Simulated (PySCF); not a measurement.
# C₃H₈OSeSi₂: electronic excitations

Aim: predict the electronic excitations of C₃H₈OSeSi₂ (`[SiH3][Se][Si@@H]1C=CCO1`).

Computed with PySCF 2.14.0, with density-fitted response routines of our own, on a single molecule in the gas phase. Atoms count from 0, in the outputs and in this text.

## (1) Starting geometry

15 atoms, charge 0, multiplicity 1; geometry from: GFN2-xTB.

Bonds of the start (Å): Si0–Se1 2.29, Se1–Si2 2.27, Si2–C3 1.88, C3–C4 1.33, C4–C5 1.50, C5–O6 1.40, O6–Si2 1.64, Si0–H7 1.46, Si0–H8 1.46, Si0–H9 1.46, Si2–H10 1.46, C3–H11 1.07, C4–H12 1.08, C5–H13 1.10, C5–H14 1.10.

## (2) TDDFT and polarisability: CAM-B3LYP/def2-SVPD

The job: settings as JSON, then the geometry in Å.

```
{"job": {"kind": "uv", "xc": "CAM-B3LYP", "basis": "def2-SVPD", "nstates": 8, "ntriplets": 3}, "charge": 0, "multiplicity": 1}
Si     2.576845     0.793039     0.245186
Se     2.213271    -1.359410    -0.443889
Si    -0.047527    -1.482870    -0.237974
C     -1.092580    -0.337839    -1.301661
C     -1.785732     0.428151    -0.471834
C     -1.545085     0.187962     0.984802
O     -0.528074    -0.761156     1.149782
H      4.006481     0.991506     0.055510
H      2.182792     0.922222     1.643873
H      1.782259     1.685998    -0.597696
H     -0.400815    -2.895182    -0.257694
H     -1.162764    -0.276743    -2.372379
H     -2.497342     1.191149    -0.747627
H     -1.248116     1.109680     1.498962
H     -2.458025    -0.188518     1.463795
```

With the program's defaults for keys left out, this is: TDDFT CAM-B3LYP/def2-SVPD, vertical, gas phase, core orbitals frozen in the response.

Started as:

```console
$ OMP_NUM_THREADS=1 python probes_run.py task.json out
```

One launch serves the whole session: the jobs run in the order shown.

Output:

```text
coarse grid: 60656 points
cycle   1  E = -3174.2833894958  dE =  1.013e-01  |g| = 6.994e-01  |ddm| = 6.053e+00
cycle   2  E = -3174.2406596989  dE =  4.273e-02  |g| = 8.893e-01  |ddm| = 2.517e+00
cycle   3  E = -3174.3863439141  dE = -1.457e-01  |g| = 8.976e-02  |ddm| = 1.303e+00
cycle   4  E = -3174.3880634058  dE = -1.719e-03  |g| = 3.027e-02  |ddm| = 1.906e-01
cycle   5  E = -3174.3883284907  dE = -2.651e-04  |g| = 9.317e-03  |ddm| = 6.627e-02
cycle   6  E = -3174.3883422469  dE = -1.376e-05  |g| = 1.716e-03  |ddm| = 1.652e-02
cycle   7  E = -3174.3883430269  dE = -7.800e-07  |g| = 1.033e-03  |ddm| = 4.382e-03
final grid: 124736 points
cycle   8  E = -3174.3883172182  dE =  7.293e-08  |g| = 1.262e-03  |ddm| = 5.989e-03
cycle   9  E = -3174.3883169227  dE =  2.955e-07  |g| = 1.685e-03  |ddm| = 4.378e-03
cycle  10  E = -3174.3883176289  dE = -7.062e-07  |g| = 3.493e-05  |ddm| = 2.541e-03
cycle  11  E = -3174.3883176295  dE = -5.411e-10  |g| = 1.692e-05  |ddm| = 1.112e-04
converged SCF energy = -3174.3883176295

Static polarisability (au): isotropic 114.497, principal 95.153 117.229 131.110

Singlet excitations
state   eV       nm        f      main configurations
  1   5.4899    225.8   0.01707   H->L+1 0.48, H->L 0.41
  2   5.7229    216.6   0.01540   H->L 0.45, H->L+1 0.32, H->L+3 0.11
  3   6.1581    201.3   0.00694   H->L+3 0.37, H->L+2 0.28
  4   6.5480    189.3   0.10477   H-1->L 0.49, H->L+4 0.14, H->L+3 0.10
  5   6.5783    188.5   0.16133   H-1->L 0.35, H->L+4 0.19, H->L+2 0.17
  6   6.6179    187.3   0.02870   H->L+2 0.22, H->L+4 0.20, H->L+6 0.11
  7   6.6857    185.4   0.01878   H-1->L+1 0.59, H-1->L+3 0.11, H->L+4 0.10
  8   7.0415    176.1   0.00879   H->L+6 0.26, H->L+7 0.17, H->L+8 0.17

Triplet excitations (Tamm-Dancoff, eV): 4.4170 5.1216 5.4474
```

Wall time 1.7 min (1 thread of Intel Xeon at 2.70GHz, shared host); peak memory 1.1 GiB.

The orbitals next to the gap, with their largest atomic shares:

```csv
orbital,eV,atoms
HOMO−3,-10.14,"O6 29 %, Se1 14 %, C3 11 %"
HOMO−2,-9.73,"Se1 34 %, C3 17 %, C4 14 %"
HOMO−1,-8.91,"Se1 27 %, C3 15 %, C4 13 %"
HOMO,-8.10,"Se1 73 %, Si0 9 %, Si2 8 %"
LUMO,0.49,"C4 19 %, Se1 19 %, C3 15 %"
LUMO+1,0.65,"Se1 24 %, Si0 19 %, C4 10 %"
LUMO+2,1.10,"Se1 17 %, Si0 14 %, Si2 13 %"
```

With each of the 8 states as a Gaussian band of 0.4 eV half-width at 1/e, the curve within the window shown has maxima at 189 nm (ε 13,000) L/(mol cm). Beyond the last state computed it falls off for lack of states. The curve at chosen wavelengths:

| nm | ε (L/mol/cm) |
| --- | --- |
| 169 | 553 |
| 172 | 1348 |
| 176 | 3568 |
| 179 | 6184 |
| 182 | 9148 |
| 186 | 12171 |
| 189 | 12788 |
| 193 | 11222 |
| 196 | 8941 |
| 199 | 6502 |
| 203 | 3871 |
| 206 | 2598 |
| 209 | 1863 |
| 213 | 1446 |
| 216 | 1351 |
| 219 | 1316 |
| 223 | 1252 |
| 226 | 1159 |
| 229 | 1028 |
| 233 | 817 |
| 236 | 653 |
| 240 | 455 |
| 243 | 331 |
| 246 | 232 |
| 250 | 138 |
| 253 | 90 |

Leading natural transition orbitals of singlet state 5: the hole lies on Se1 59 %; C3 12 %; the particle on C3, C4 about 19 % each; H7 10 %; Se1 9 %.

Leading natural transition orbitals of singlet state 1: the hole lies on Se1 81 %; the particle on Se1 30 %; Si0 20 %; H7, H8, H10 about 11 % each.

Further results of this job:

| property | computed |
| --- | --- |
| dipole moment (D) | 2.66 |
| polarisability (Å³) | 16.97 |
| HOMO–LUMO gap (eV) | 8.60 |
| −ε(HOMO) (eV) | 8.10 |

The fields below are evaluated on a grid from the run's orbitals.

Frontier orbitals at CAM-B3LYP/def2-SVPD, with the share of their density that lies nearest to each atom:

```
orbital  energy (eV)                     lies on
   HOMO        -8.10                    Se1 80 %
   LUMO         0.49  C4 17 %; Se1 17 %; C3 13 %
```

ELF in a plane through or near 5 of the atoms.

Ten even steps from '0' (0.00) to '9' (1.00):
```
0000000000000000000000000000
0000000000000000000000000000
0000000000000000000000000000
0000000000000000000000000000
0000000012000079830000000000
0000000488600099970000000000
0000001899940099972310000000
0000111899950028447850000000
0001443799920124538850000000
0003886224300466545310000000
0002653257521476100000000000
0000000376565121200000000000
0000000552348044210000000000
0000002755628222520000000000
0000002785453389950000000000
0000001688751189961000000000
0000000244310048840000000000
0000000000000001000000000000
0000000000000000000000000000
0000000000000000000000000000
```
The map spans 13.4 Å across and 10.2 Å up, centred on the molecule. Atoms in the plane (x, y in Å): Se1 (-2.0, -1.7), Si2 (0.3, -1.4), C5 (1.4, 0.9), H8 (-2.4, 1.3), H13 (1.0, 1.9).

On the surface of density 0.002 e/bohr³ the electrostatic potential runs, from the 1st to the 99th percentile, from -1.22 V near O6 to 1.21 V near Si2.

## (3) Results

| quantity | value |
| --- | --- |
| lowest singlet (CAM-B3LYP/def2-SVPD) | 5.49 eV (226 nm), f = 0.017 |
| brightest single state of those computed | state 5, 6.58 eV, f = 0.161 |
| lowest triplet | 4.42 eV |
| surface potential, 1st and 99th percentile | -1.22 V and 1.21 V |

In words: The lowest singlet, at 5.49 eV, is HOMO→LUMO+1 0.48, HOMO→LUMO 0.41 and is weak; of the 8 states computed, the strongest absorption comes from state 5 at 6.58 eV. The lowest triplet lies 1.07 eV below the lowest singlet (triplets in Tamm-Dancoff, singlets in full TDDFT).
